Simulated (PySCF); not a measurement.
# CH5NSn: the cost of one run

Programs: PySCF 2.14.0, with routines of our own; each step states its level. All values are computed. Atoms count from 0.

## 1. The system as given

8 atoms, charge 0, multiplicity 1; geometry from: GFN2-xTB.

## 2. Optimising the geometry at PBE0-D3(BJ)/def2-SVP

Job settings and geometry (Å):

```
{"job": {"xc": "PBE0", "basis": "def2-SVP", "d3": "d3bj", "grid": 1, "maxiter": 30, "shake": 0.01, "kind": "geom"}, "charge": 0, "multiplicity": 1}
N      1.716650    -0.137960     0.698750
C      0.918210     0.150510    -0.251660
Sn    -1.218390    -0.099400     0.017840
H      2.723950     0.025570     0.506460
H      1.255690     0.508640    -1.239090
H     -1.817130    -1.183100    -1.073020
H     -2.000050     1.325280    -0.264230
H     -1.523800    -0.608680     1.552480
```

Run with:

```sh
> OMP_NUM_THREADS=1 python heavy_run.py task.json out
```

The driver reads the jobs from task.json and runs them one after another.

**Question.** How long does this first job take on 1 thread of Arm Neoverse V1, shared host, and how much memory does it need?

About 14 s, with a peak of 0.34 GiB.
